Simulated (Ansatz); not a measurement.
# CH2BClSi (SMILES [SiH]#CBCl): functionals against CCSD(T) at one geometry

The task here is to estimate one member of a computed series from the others.

Computed with Ansatz 0.2.0, Gaussian basis. Level: single points in def2-TZVPP.

Cores are frozen in the correlated methods.

### Where the work starts

SMILES `[SiH]#CBCl`, 6 atoms, charge 0, spin multiplicity 1.

Atoms are counted from 1 here; the program's logs count them from 0.

Bond lengths: Si1–C2 1.738 Å, Si1–H5 1.480 Å, C2–B3 1.455 Å, B3–Cl4 1.770 Å, B3–H6 1.069 Å. Angles: C2–Si1–H5 164.7°, Si1–C2–B3 138.8°, C2–B3–Cl4 122.8°, C2–B3–H6 117.6°, Cl4–B3–H6 119.5°.

As a file:

```xyz
6

Si   -0.8579    1.1439   -0.9764
C     0.1570    0.5957    0.3232
B     0.7635   -0.6411    0.7913
Cl    0.2958   -2.2324    0.1741
H    -1.9026    1.8029   -1.7910
H     1.5582   -0.5648    1.5015
```

The first run:

The input, run/in.yaml:

```yaml
crystal:
  periodic: [false, false, false]
  atoms:
    - {symbol: Si, position_ang: [-0.857900, 1.143900, -0.976400]}
    - {symbol: C, position_ang: [0.157000, 0.595700, 0.323200]}
    - {symbol: B, position_ang: [0.763500, -0.641100, 0.791300]}
    - {symbol: Cl, position_ang: [0.295800, -2.232400, 0.174100]}
    - {symbol: H, position_ang: [-1.902600, 1.802900, -1.791000]}
    - {symbol: H, position_ang: [1.558200, -0.564800, 1.501500]}
basis:
  gaussian: {orbitals: def2-TZVPP}
correlation: {method: ccsd_t}
output: {forces: true}
```

No record of the launch command was kept for these runs.

Among the steps run: CCSD(T)/def2-TZVPP; PBE0-D4/def2-TZVPP; wB97M-V/def2-TZVPP; r2SCAN-D4/def2-TZVPP; PBE-D4/def2-TZVPP; BLYP-D4/def2-TZVPP; r2SCAN0-D4/def2-TZVPP.

One table of the session follows, with a row left open; its other results are not shown here.

| method | RMS force component (eV/Å) | angle to CCSD(T) forces (°) | dipole (D) |
| --- | --- | --- | --- |
| CCSD(T) | 1.821 | reference | 3.80 |
| PBE0-D4 | 1.996 | 8.2 | 4.31 |
| wB97M-V | ? | ? | ? |
| r2SCAN-D4 | 1.900 | 7.3 | 4.07 |
| PBE-D4 | 1.834 | 7.2 | 3.92 |
| BLYP-D4 | 1.751 | 7.5 | 3.89 |
| r2SCAN0-D4 | 2.029 | 9.5 | 4.39 |

**Question.** Estimate the row for wB97M-V.

As computed: RMS force component (eV/Å): 2.055; angle to CCSD(T) forces (°): 10.4; dipole (D): 4.51. In the column «RMS force component (eV/Å)» it is the highest.
